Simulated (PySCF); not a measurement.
# C18H12 (chrysene): the cost of one run

Programs: PySCF 2.14.0, with routines of our own; each step states its level. All values are computed. Atoms count from 0.

## 1. The starting structure

30 atoms, charge 0, multiplicity 1; geometry from: GFN2-xTB.

## 2. Geometry optimisation at PBE0-D3(BJ)/def2-SVP

What the job is given:

```
{"job": {"xc": "PBE0", "basis": "def2-SVP", "d3": "d3bj", "grid": 1, "kind": "geom"}, "charge": 0, "multiplicity": 1}
C      4.631614    -0.170895    -0.154872
C      4.049357    -1.437800    -0.250293
C      2.685977    -1.584620    -0.222815
C      1.828434    -0.474921    -0.097664
C      2.428367     0.803932    -0.001114
C      3.828099     0.930038    -0.032478
C      1.604798     1.948856     0.126303
C      0.253756     1.840459     0.156729
C     -0.394419     0.581234     0.063195
C     -1.829172     0.476218     0.097264
C     -2.686814     1.585827     0.222635
C     -4.050221     1.438713     0.250983
C     -4.632472     0.171824     0.154939
C     -3.828757    -0.928969     0.033027
C     -2.428988    -0.802778     0.001818
C     -1.605361    -1.947695    -0.124908
C     -0.254380    -1.839180    -0.155664
C      0.393736    -0.579948    -0.063158
H      5.706739    -0.067329    -0.178463
H      4.683530    -2.307571    -0.347258
H      2.281146    -2.581276    -0.299686
H      4.255307     1.920004     0.042569
H      2.080209     2.917030     0.198431
H     -0.335647     2.737412     0.254889
H     -2.281762     2.582494     0.299317
H     -4.684306     2.308491     0.348127
H     -5.707683     0.068436     0.179079
H     -4.256286    -1.918705    -0.042686
H     -2.080628    -2.915960    -0.195728
H      0.335013    -2.736185    -0.252613
```

The run is started by

```
$ OMP_NUM_THREADS=2 python large_run.py task.json out
```

The driver reads the jobs from task.json and runs them one after another.

**Question.** How long does this first job take on 2 threads of Arm Neoverse V1, shared host, and how much memory does it need?

About 2.2 min, with a peak of 1.7 GiB.
